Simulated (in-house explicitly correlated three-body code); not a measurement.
# Two electrons around a charge of +5 with a centre of 7 electron masses: exact states

One table from this session's results is given with a row withheld; the runs are named, their logs left out.

The numbers are computed with in-house explicitly correlated three-body code version 1 (two electrons, non-relativistic, variational in exponentially correlated functions), except any that are marked as measured or tabulated.

### The system

```
charge of the centre : +5
mass of the centre   : 7 electron masses
interactions         : Coulomb
basis                : 260 functions exp(−a r1 − b r2 − g r12) a state, exponent ranges optimised
units                : hartree and bohr; relativity and QED are left out
```

The first run:

Settings:

```ini
Z = 5.0
nuclear_mass = 7.0
interaction_strength = 1.0
functions = 260
states_tried = 13
```

The run is started by

```sh
python run_hyl.py task.json out
```

Steps of the session up to this table: The variational calculation.

One of the session's tables, all rows but one given; the rest of the session is left out.

It belongs to the step «Levels». 

| state | binding (eV) | excitation (eV) | ⟨r12⟩ (bohr) |
| --- | --- | --- | --- |
| 1 ¹S | 226.811 | 0 | 0.5365 |
| 2 ³P | 54.2128 | 172.598 | 1.314 |
| 2 ³S | 53.3053 | 173.506 | 1.589 |
| 2 ¹S | ? | ? | ? |
| 2 ¹P | 44.5434 | 182.267 | 1.576 |
| 3 ³P | 22.8951 | 203.916 | 3.326 |
| 3 ³S | 22.8600 | 203.951 | 3.597 |
| 3 ¹S | 22.0067 | 204.804 | 3.727 |
| 4 ³S | 12.6525 | 214.158 | 6.467 |
| 4 ¹S | 12.3057 | 214.505 | 6.644 |

Estimate the missing values for 2 ¹S.

**Answer.** binding (eV): 50.1314; excitation (eV): 176.679; ⟨r12⟩ (bohr): 1.667. In the column «binding (eV)» it lies between 2 ¹P (44.5434) and 2 ³S (53.3053).
